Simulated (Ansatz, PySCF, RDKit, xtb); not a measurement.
# Which structure has the formula GePH3F+?

Task: start from the formula GePH3F+ (charge +1), draw up candidate structures, narrow them down in stages, and characterise the one that lies lowest at 298.15 K.

The funnel: GFN2-xTB relaxations, single points with a density functional, relaxations at B3LYP-D3(BJ)/6-311G**, harmonic vibrations, and a last energy at a higher level. All values are calculated.

7 further runs of the same task are left out: 7 set aside as unsound or not needed.

### 1 Drawing up candidates

A program enumerates the bonding patterns with one Lewis structure each (two rings at most, one unusual centre or charged pair), with their diastereomers. O–O, O–halogen and N–halogen bonds and N–N–N chains are not drawn. That gives 7 candidates.

| label | SMILES | spin |
| --- | --- | --- |
| c223 | [F][Ge][P@H3+] | singlet |
| c571 | [F][Ge][P@H3+] | triplet |
| c588 | F[P@H+]=[GeH2] | singlet |
| c724 | F[P@H2+][GeH] | triplet |
| c835 | F[P@H2+][GeH] | singlet |
| c847 | [F][GeH]=[PH2+] | singlet |
| c856 | F[P@@H+]=[GeH2] | singlet |

Candidates are built by distance geometry, with a force field where one applies, in up to four conformers (letters a to d). 16 starts with atoms placed at random are added, to find patterns that the rules miss.

**Question.** With final energies at CCSD(T)/def2-TZVPP, which structure will this search put lowest in free energy, and by what margin?

| quantity | value |
| --- | --- |
| lowest structure found | [F][Ge][P@H3+], singlet, Cs |
| next finalist | [F][GeH][PH2] ‡, singlet, 17.1 kcal/mol higher in G |
| share at equilibrium, among the finalists | 100.0 % |
| harmonic wavenumbers, lowest and highest (B3LYP-D3(BJ)/6-311G**) | 79 and 2507 cm⁻¹ |
| rotational constants, same geometry | 0.3348, 0.09059, 0.07279 cm⁻¹ |
| HOMO energy (PBE0/def2-TZVPD) | -13.64 eV |
| LUMO energy (PBE0/def2-TZVPD) | -8.46 eV |
| HOMO–LUMO gap (PBE0/def2-TZVPD) | 5.18 eV |
| lowest excitation (TD-B3LYP/def2-SVPD) | 3.78 eV (f = 0.006) |
| strongest of the states computed, same level | 7.02 eV (f = 0.380) |
| lowest triplet excitation, same level, Tamm-Dancoff | 2.96 eV |
| vertical ionisation energy | 15.82 eV |
| vertical recombination energy (electron added) | 6.45 eV |
| vertical triplet less singlet | +3.01 eV |

`[F][Ge][P@H3+]` comes out lowest. Among the finalists first place is clear (17.1 kcal/mol); structures outside the list aren't covered. GFN2-xTB, HF/STO-3G, r2SCAN-D4/def2-SVP, B3LYP-D3(BJ)/6-311G**, HF/def2-TZVPP and MP2/def2-TZVPP already put its bonding pattern lowest among the structures in one piece. A candidate that fell apart on refinement lay below the next finalist; fragments are not ranked, and their entropy would favour them further. The search is not exhaustive (a finite list of starts, one conformer a finalist), so a lower isomer can't be ruled out. Patterns outside the rules of the enumeration were met only by chance.

‡ marks the bonded skeleton alone, with all bonds drawn single: no Lewis structure was assigned that passes a check against the bond lengths.
